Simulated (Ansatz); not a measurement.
# C4H11Al: a ladder of functionals and wavefunction methods

An exercise on one series of results from a longer session: the logs are not shown, and one member is left open.

The runs use Ansatz 0.2.0, Gaussian basis; functionals in def2-TZVPP, the program's frozen cores in correlated methods.

Levels to be run: LDA (SPW92), PBE-D4, revPBE-D4, BLYP-D4, r2SCAN-D4, B97M-V, PBE0-D4, B3LYP-D4, r2SCANh-D4, r2SCAN0-D4, HSE06-D4, BHLYP-D4, CAM-B3LYP-D4, LC-ωPBE, ωB97X-V, ωB97M-V, B2PLYP, PBE-QIDH; CCSD(T)/def2-SVP; CCSD(T)/def2-TZVPP; MP2/def2-QZVPP; extrapolation to the limit; RPA on PBE.

## The relaxed structure

The geometry comes from an earlier relaxation with PBE0-D4 in a triple-zeta def2 set; it is a stationary point, not always the lowest conformer.

SMILES `C[C](C)(C)[AlH2]`, 16 atoms, charge 0, spin multiplicity 1.

Atoms are counted from 1 here; the program's logs count them from 0.

Bond lengths: C1–C2 1.530 Å, C1–H6 1.095 Å, C1–H7 1.100 Å, C1–H8 1.095 Å, C2–C3 1.530 Å, C2–C4 1.525 Å, C2–Al5 1.979 Å, C3–H9 1.095 Å, C3–H10 1.095 Å, C3–H11 1.100 Å, C4–H12 1.094 Å, C4–H13 1.094 Å, C4–H14 1.099 Å, Al5–H15 1.593 Å, Al5–H16 1.593 Å. Angles: C2–C1–H6 112.2°, C2–C1–H7 110.4°, C2–C1–H8 112.3°, H6–C1–H7 107.1°, H6–C1–H8 107.7°, H7–C1–H8 106.8°, C1–C2–C3 108.7°, C1–C2–C4 109.6°, C1–C2–Al5 108.6°, C3–C2–C4 109.5°, C3–C2–Al5 108.0°, C4–C2–Al5 112.3°, C2–C3–H9 112.4°, C2–C3–H10 112.2°, C2–C3–H11 110.3°, H9–C3–H10 107.8°, H9–C3–H11 106.8°, H10–C3–H11 107.1° and more.

Coordinates:

```
C    -0.5343    0.5807   -1.2958
C    -0.0114   -0.0298    0.0057
C     1.4515    0.3805    0.1886
C    -0.1089   -1.5503   -0.0676
Al   -1.0490    0.7183    1.5159
H    -0.4851    1.6742   -1.2890
H     0.0672    0.2353   -2.1491
H    -1.5710    0.2945   -1.5027
H     1.8967   -0.0537    1.0903
H     1.5729    1.4670    0.2460
H     2.0552    0.0328   -0.6622
H    -1.1385   -1.8905   -0.2126
H     0.2670   -2.0315    0.8402
H     0.4832   -1.9357   -0.9099
H    -1.0709    2.2984    1.7149
H    -1.8476   -0.2130    2.5315
```

The first run:

Input file in.yaml:

```yaml
crystal:
  periodic: [false, false, false]
  atoms:
    - {symbol: C, position_ang: [-0.534258, 0.580749, -1.295787]}
    - {symbol: C, position_ang: [-0.011434, -0.029821, 0.005710]}
    - {symbol: C, position_ang: [1.451493, 0.380538, 0.188578]}
    - {symbol: C, position_ang: [-0.108879, -1.550257, -0.067588]}
    - {symbol: Al, position_ang: [-1.048991, 0.718304, 1.515852]}
    - {symbol: H, position_ang: [-0.485121, 1.674212, -1.289031]}
    - {symbol: H, position_ang: [0.067229, 0.235272, -2.149077]}
    - {symbol: H, position_ang: [-1.571019, 0.294528, -1.502670]}
    - {symbol: H, position_ang: [1.896677, -0.053690, 1.090342]}
    - {symbol: H, position_ang: [1.572873, 1.466965, 0.246045]}
    - {symbol: H, position_ang: [2.055213, 0.032835, -0.662243]}
    - {symbol: H, position_ang: [-1.138544, -1.890514, -0.212641]}
    - {symbol: H, position_ang: [0.267031, -2.031458, 0.840230]}
    - {symbol: H, position_ang: [0.483230, -1.935662, -0.909870]}
    - {symbol: H, position_ang: [-1.070885, 2.298427, 1.714938]}
    - {symbol: H, position_ang: [-1.847617, -0.213027, 2.531515]}
basis:
  gaussian: {orbitals: def2-TZVPP}
hamiltonian: {xc: lda}
output: {orbitals: {seedname: orbitals}}
```

The run is started by

```console
> ansatz run in.yaml --threads 4 --pin off --events-out ev --progress --plain --max-ram 10444MiB
```

Steps of the session up to this table: LDA; PBE-D4 (GGA); revPBE-D4 (GGA); BLYP-D4 (GGA); r2SCAN-D4 (meta-GGA); B97M-V (meta-GGA); B3LYP-D4 (hybrid); r2SCANh-D4 (hybrid); r2SCAN0-D4 (hybrid); HSE06-D4 (hybrid); BHLYP-D4 (hybrid); CAM-B3LYP-D4 (range-separated); LC-ωPBE (range-separated); ωB97X-V (range-separated); ωB97M-V (range-separated); B2PLYP (double hybrid); PBE-QIDH (double hybrid).

One table of the session follows, with a row left open; its other results are not shown here.

It belongs to the step «Frontier levels by functional». 

```
  functional  HOMO (eV)  LUMO (eV)  gap (eV)
 LDA (SPW92)      -5.88      -2.40      3.48
      PBE-D4      -5.79      -2.13      3.66
   revPBE-D4      -5.75      -2.00      3.75
     BLYP-D4      -5.70      -2.03      3.67
   r2SCAN-D4      -5.99      -1.81      4.18
      B97M-V      -6.15      -2.09      4.06
     PBE0-D4      -6.95      -1.35      5.60
    B3LYP-D4      -6.78      -1.57      5.21
  r2SCANh-D4      -6.43      -1.55      4.87
  r2SCAN0-D4      -7.09      -1.17      5.92
    HSE06-D4      -6.55      -1.72      4.84
    BHLYP-D4          ?          ?         ?
CAM-B3LYP-D4      -8.29      -0.45      7.84
     LC-ωPBE      -9.57       0.69     10.26
     ωB97X-V      -9.26       0.51      9.77
     ωB97M-V      -9.13       0.20      9.33
```

**Question.** Estimate the row for BHLYP-D4.

Worked estimate for «HOMO (eV)». Against the share of exact exchange, BLYP-D4 (0, -5.70), B3LYP-D4 (0.2, -6.78) give a slope of -5.40 per unit share; at 0.5 the line stands at -8.40.

The run gave: HOMO (eV): -8.07; LUMO (eV): -0.60; gap (eV): 7.47. In «HOMO (eV)» the line misses by -0.33.
